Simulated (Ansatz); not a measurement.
**C2H9BSSi: a ladder of functionals and wavefunction methods**

Aim: compute C2H9BSSi with functionals from several rungs and with coupled cluster. The yardstick is the atomisation energy at the CCSD(T) limit.

Method: functionals in def2-TZVPP, the program's frozen cores in correlated methods; program: Ansatz 0.2.0, Gaussian basis.

The runs, in order: LDA (SPW92), PBE-D4, revPBE-D4, BLYP-D4, r2SCAN-D4, B97M-V, PBE0-D4, B3LYP-D4, r2SCANh-D4, r2SCAN0-D4, HSE06-D4, BHLYP-D4, CAM-B3LYP-D4, LC-ωPBE, ωB97X-V, ωB97M-V, B2PLYP, PBE-QIDH; CCSD(T)/def2-SVP; CCSD(T)/def2-TZVPP; MP2/def2-QZVPP; extrapolation to the limit; RPA on PBE.

## (1) The relaxed structure

All runs share one geometry, relaxed beforehand with PBE0-D4 in a triple-zeta def2 set.

14 atoms, charge 0, spin multiplicity 1.

Atoms are counted from 1 here; the program's logs count them from 0.

Bond lengths: B1–C2 1.530 Å, B1–H6 1.198 Å, B1–H7 1.199 Å, C2–C3 1.526 Å, C2–Si4 1.915 Å, C2–H8 1.096 Å, C3–H9 1.093 Å, C3–H10 1.093 Å, C3–H11 1.093 Å, Si4–S5 2.133 Å, Si4–H12 1.486 Å, Si4–H13 1.489 Å, S5–H14 1.344 Å. Angles: C2–B1–H6 120.4°, C2–B1–H7 120.3°, H6–B1–H7 119.0°, B1–C2–C3 119.5°, B1–C2–Si4 95.2°, B1–C2–H8 113.2°, C3–C2–Si4 111.3°, C3–C2–H8 113.0°, Si4–C2–H8 101.8°, C2–C3–H9 111.1°, C2–C3–H10 110.5°, C2–C3–H11 112.7°, H9–C3–H10 107.0°, H9–C3–H11 107.6°, H10–C3–H11 107.6°, C2–Si4–S5 113.4°, C2–Si4–H12 107.1°, C2–Si4–H13 112.1° and more.

## (2) LDA

This LDA is Slater exchange with PW92 correlation.

Input file in.yaml:

```yaml
crystal:
  periodic: [false, false, false]
  atoms:
    - {symbol: B, position_ang: [-0.616728, 1.574309, -0.013612]}
    - {symbol: C, position_ang: [-0.362957, 0.148658, 0.479834]}
    - {symbol: C, position_ang: [0.593362, -0.082470, 1.646118]}
    - {symbol: Si, position_ang: [0.387359, -0.473049, -1.169206]}
    - {symbol: S, position_ang: [-1.031308, -1.444104, -2.431995]}
    - {symbol: H, position_ang: [-1.532652, 1.807309, -0.750130]}
    - {symbol: H, position_ang: [0.155844, 2.452910, 0.250322]}
    - {symbol: H, position_ang: [-1.276677, -0.451814, 0.551046]}
    - {symbol: H, position_ang: [1.511524, 0.497396, 1.523979]}
    - {symbol: H, position_ang: [0.134866, 0.237585, 2.585172]}
    - {symbol: H, position_ang: [0.876964, -1.132338, 1.757645]}
    - {symbol: H, position_ang: [1.524730, -1.364852, -0.824303]}
    - {symbol: H, position_ang: [0.899223, 0.645527, -2.007561]}
    - {symbol: H, position_ang: [-1.276651, -2.444368, -1.568410]}
basis:
  gaussian: {orbitals: def2-TZVPP}
hamiltonian: {xc: lda}
output: {orbitals: {seedname: orbitals}}
```

After this run come: PBE-D4 (GGA); revPBE-D4 (GGA); BLYP-D4 (GGA); r2SCAN-D4 (meta-GGA); B97M-V (meta-GGA); PBE0-D4 (hybrid); B3LYP-D4 (hybrid); r2SCANh-D4 (hybrid); r2SCAN0-D4 (hybrid); HSE06-D4 (hybrid); BHLYP-D4 (hybrid); CAM-B3LYP-D4 (range-separated); LC-ωPBE (range-separated); ωB97X-V (range-separated); ωB97M-V (range-separated); B2PLYP (double hybrid); PBE-QIDH (double hybrid); CCSD(T) in def2-SVP; CCSD(T) in def2-TZVPP; MP2 in def2-QZVPP; RPA on PBE orbitals.

**Question.** What will the summary of the whole plan be? Wanted: atomisation energy, CCSD(T)/CBS; farthest beyond LDA; mean size of error, GGA; mean size of error, meta-GGA; mean size of error, hybrid; mean size of error, range-separated; mean size of error, double hybrid; gap, smallest and largest; T1 diagnostic.

**Answer**, as computed:

| quantity | value |
| --- | --- |
| atomisation energy, CCSD(T)/CBS | 4921.4 kJ/mol |
| functionals within 24.6 kJ/mol (0.5 %) | PBE0-D4, B3LYP-D4, r2SCANh-D4, r2SCAN0-D4, HSE06-D4, CAM-B3LYP-D4, LC-ωPBE, PBE-QIDH |
| farthest beyond LDA | BHLYP-D4 (-69.9 kJ/mol) |
| mean size of error, GGA | 41.0 kJ/mol |
| mean size of error, meta-GGA | 34.3 kJ/mol |
| mean size of error, hybrid | 23.8 kJ/mol |
| mean size of error, range-separated | 26.9 kJ/mol |
| mean size of error, double hybrid | 30.0 kJ/mol |
| gap, smallest and largest | 3.99 eV (LDA (SPW92)), 11.18 eV (LC-ωPBE) |
| T1 diagnostic | 0.0114 |
| triples share of the correlation energy | 4.0 % |

**Reading.** The LDA atomisation energy is off by 613.9 kJ/mol (12 %): it overbinds. PBE-D4 is off by +53.9 kJ/mol. Double hybrids carry the basis error of their MP2 part in triple zeta, and no dispersion term here, so their miss is partly the set-up's. Taken by rung, hybrid functionals do best (23.8 kJ/mol on average) and GGA ones worst beyond LDA (41.0 kJ/mol). The gap between the best rungs is small, so their order is not settled. The reference freezes the cores and leaves out relativity and excitations past (T), so misses under about 24.6 kJ/mol can't be ranked. Hartree-Fock recovers 76 % of the binding; the rest is correlation. CCSD(T) in def2-SVP is off by -249.8 kJ/mol, more than most functionals: a good method in a small basis is no reference. Orbital gaps span 4.0 to 11.2 eV; exact exchange widens them.
